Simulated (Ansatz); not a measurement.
# CH4AlClSi: an energy map over bond length Al1–C2 and bond length Al1–H5

Aim: map the energy of CH₄AlClSi, SMILES [AlH2][CH]=[SiH]Cl over two coordinates, and find its wells, ridges and stiffness.

The runs use Ansatz 0.2.0; RKS PBE0-D4/def2-TZVP.

**1. Starting geometry**

SMILES `[AlH2][CH]=[SiH]Cl`, 8 atoms, charge 0, spin multiplicity 1.

Atoms are counted from 1 here; the program's logs count them from 0.

Bond lengths: Al1–C2 1.925 Å, Al1–H5 1.600 Å, Al1–H6 1.602 Å, C2–Si3 1.721 Å, C2–H7 1.108 Å, Si3–Cl4 2.062 Å, Si3–H8 1.496 Å. Angles: C2–Al1–H5 120.1°, C2–Al1–H6 119.1°, H5–Al1–H6 120.8°, Al1–C2–Si3 126.3°, Al1–C2–H7 120.9°, Si3–C2–H7 112.8°, C2–Si3–Cl4 123.3°, C2–Si3–H8 128.6°, Cl4–Si3–H8 108.2°.

Geometry (Å):

```
atom    x (Å)    y (Å)    z (Å)
 Al1  -0.4517   1.6232   0.0492
  C2   0.4376   0.0081   0.6039
 Si3   0.3372  -1.5268  -0.1669
 Cl4  -0.7920  -1.8716  -1.8574
  H5  -1.3893   1.6172  -1.2473
  H6  -0.2378   2.9627   0.9015
  H7   1.0921  -0.0032   1.4982
  H8   1.0039  -2.8096   0.2188
```

This geometry comes from a loose relaxation at PBE in a small basis, which is not shown.

**3. Setting up the map**

- bond length Al1–C2: 7 values from 1.641 to 2.671 Å
- bond length Al1–H5: 7 values from 1.30 to 2.38 Å

Nothing else is relaxed (all other coordinates rigid). Energies count from the relaxed molecule at the same level. Points are written as (first, second).

(The set-up runs are not shown.)

**4. Point (1.984 Å, 1.66 Å)**

input.yaml

```yaml
crystal:
  periodic: [false, false, false]
  atoms:
    - { symbol: Al, position_ang: [-0.442915, 1.60226, 0.052834] }
    - { symbol: C, position_ang: [0.47276, -0.062586, 0.62387] }
    - { symbol: Si, position_ang: [0.363716, -1.568551, -0.147647] }
    - { symbol: Cl, position_ang: [-0.744062, -1.911098, -1.810864] }
    - { symbol: H, position_ang: [-1.416053, 1.587041, -1.293158] }
    - { symbol: H, position_ang: [-0.239027, 2.938076, 0.886881] }
    - { symbol: H, position_ang: [1.116508, -0.070978, 1.50393] }
    - { symbol: H, position_ang: [1.021875, -2.835564, 0.233897] }
basis:
  gaussian: { orbitals: def2-TZVP }
hamiltonian:
  xc: pbe0
  dispersion: d4
output:
  forces: true
```

Launch:

```bash
$ ansatz run input.yaml --threads 1 --pin off --max-ram 2560MiB --backend cpu --events-out ev --progress --plain --runs-dir out
```

The session goes on with these runs: the other points that were computed.

Before running it: what results should come out? Wanted: lowest point; highest computed point; dipole moment; largest force on an atom.

**Answer**, as computed:

```
                       quantity                                                                             value
                   lowest point                                                       (1.984 Å, 1.66 Å), 8 kJ/mol
         highest computed point                                    (2.671 Å, 2.38 Å), 355 kJ/mol above the lowest
              dipole moment (D)  0.13 at (2.327 Å, 1.30 Å) to 4.40 at (1.641 Å, 2.38 Å); 1.89 at the lowest point
largest force on an atom (eV/Å)     1.0 at (1.984 Å, 1.66 Å) to 9.3 at (1.641 Å, 2.20 Å); 1.0 at the lowest point
        time for the whole task                                                  7.2 min on 1 thread, shared host
```

What this shows: The lowest computed point is at (1.984 Å, 1.66 Å), 8 kJ/mol from the relaxed molecule at the same level. The grid shows no other well, apart from its symmetry copies. The highest computed point, (2.671 Å, 2.38 Å), lies 355 kJ/mol above the lowest. Round the minimum the two coordinates are nearly uncoupled.
